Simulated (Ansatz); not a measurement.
# C₂Cl₃F₃: ionisation energy by level of theory

An exercise on one series of results from a longer session: the logs are not shown, and one member is left open.

The runs use Ansatz 0.2.0, Gaussian basis; unrestricted cation, the program's frozen cores in correlated methods.

The runs, in order: UKS PBE-D4/def2-TZVPP; UKS r2SCAN-D4/def2-TZVPP; UKS PBE0-D4/def2-TZVPP; UKS B3LYP-D4/def2-TZVPP; UKS wB97X-V/def2-TZVPP; UKS wB97M-V/def2-TZVPP; UKS B2PLYP/def2-TZVPP; UHF-CCSD(T)/def2-TZVPP; UHF-MP2/def2-QZVPP; extrapolation to the limit; then −ε(HOMO) from the neutral's earlier runs with LDA (SPW92), PBE-D4, revPBE-D4, BLYP-D4, r2SCAN-D4, B97M-V, PBE0-D4, B3LYP-D4, r2SCANh-D4, r2SCAN0-D4, HSE06-D4, BHLYP-D4, CAM-B3LYP-D4, LC-ωPBE, ωB97X-V, ωB97M-V.

## Structure used throughout

The geometry comes from an earlier relaxation with PBE0-D4 in a triple-zeta def2 set; it is a stationary point, not always the lowest conformer.

SMILES `FC(F)(F)C(Cl)(Cl)Cl`, 8 atoms, charge 0, spin multiplicity 1.

Atoms are counted from 1 here; the program's logs count them from 0.

Bond lengths: F1–C2 1.326 Å, C2–F3 1.326 Å, C2–F4 1.326 Å, C2–C5 1.557 Å, C5–Cl6 1.759 Å, C5–Cl7 1.759 Å, C5–Cl8 1.759 Å. Angles: F1–C2–F3 108.6°, F1–C2–F4 108.6°, F1–C2–C5 110.3°, F3–C2–F4 108.6°, F3–C2–C5 110.3°, F4–C2–C5 110.3°, C2–C5–Cl6 108.5°, C2–C5–Cl7 108.5°, C2–C5–Cl8 108.5°, Cl6–C5–Cl7 110.4°, Cl6–C5–Cl8 110.4°, Cl7–C5–Cl8 110.4°.

The first run:

File in.yaml:

```yaml
crystal:
  periodic: [false, false, false]
  atoms:
    - {symbol: F, position_ang: [0.586509, -1.690322, -0.100818]}
    - {symbol: C, position_ang: [0.251372, -0.509665, -0.601935]}
    - {symbol: F, position_ang: [-0.726851, -0.685312, -1.479207]}
    - {symbol: F, position_ang: [1.301439, -0.006022, -1.235246]}
    - {symbol: C, position_ang: [-0.206981, 0.450630, 0.534973]}
    - {symbol: Cl, position_ang: [-0.638804, 1.997362, -0.181701]}
    - {symbol: Cl, position_ang: [1.123452, 0.648844, 1.667728]}
    - {symbol: Cl, position_ang: [-1.598036, -0.262614, 1.340408]}
basis:
  gaussian: {orbitals: def2-TZVPP}
total_charge: 1
magnetization: {spin_polarized: true, initial_magnetization: 1}
hamiltonian: {xc: pbe, dispersion: d4}
```

Run with:

```sh
$ ansatz run in.yaml --threads 2 --pin off --events-out ev --progress --plain --max-ram 22528MiB --backend cuda --devices 0, --max-vram 18GiB
```

Steps of the session up to this table: Cation, UKS PBE-D4/def2-TZVPP; Cation, UKS r2SCAN-D4/def2-TZVPP; Cation, UKS PBE0-D4/def2-TZVPP; Cation, UKS B3LYP-D4/def2-TZVPP; Cation, UKS wB97X-V/def2-TZVPP; Cation, UKS wB97M-V/def2-TZVPP; Cation, UKS B2PLYP (frozen core)/def2-TZVPP; Cation, UHF-CCSD(T)/def2-TZVPP; Cation, UHF-MP2/def2-QZVPP.

One table of the session follows, with a row left open; its other results are not shown here.

Orbital estimates, from the neutral's runs:

| functional | −ε(HOMO) (eV) |
| --- | --- |
| LDA (SPW92) | 7.87 |
| PBE-D4 | 7.71 |
| revPBE-D4 | 7.65 |
| BLYP-D4 | 7.55 |
| r2SCAN-D4 | 8.10 |
| B97M-V | 8.21 |
| PBE0-D4 | 9.20 |
| B3LYP-D4 | 8.91 |
| r2SCANh-D4 | 8.64 |
| r2SCAN0-D4 | ? |
| HSE06-D4 | 8.79 |
| BHLYP-D4 | 10.54 |
| CAM-B3LYP-D4 | 10.60 |
| LC-ωPBE | 12.06 |
| ωB97X-V | 11.66 |
| ωB97M-V | 11.47 |

Estimate the missing values for r2SCAN0-D4.

Worked estimate for «−ε(HOMO) (eV)». Against the share of exact exchange, r2SCAN-D4 (0, 8.10), r2SCANh-D4 (0.1, 8.64) give a slope of 5.40 per unit share; at 0.25 the line stands at 9.45.

As computed: −ε(HOMO) (eV): 9.45. In «−ε(HOMO) (eV)» the line misses by 0.00.
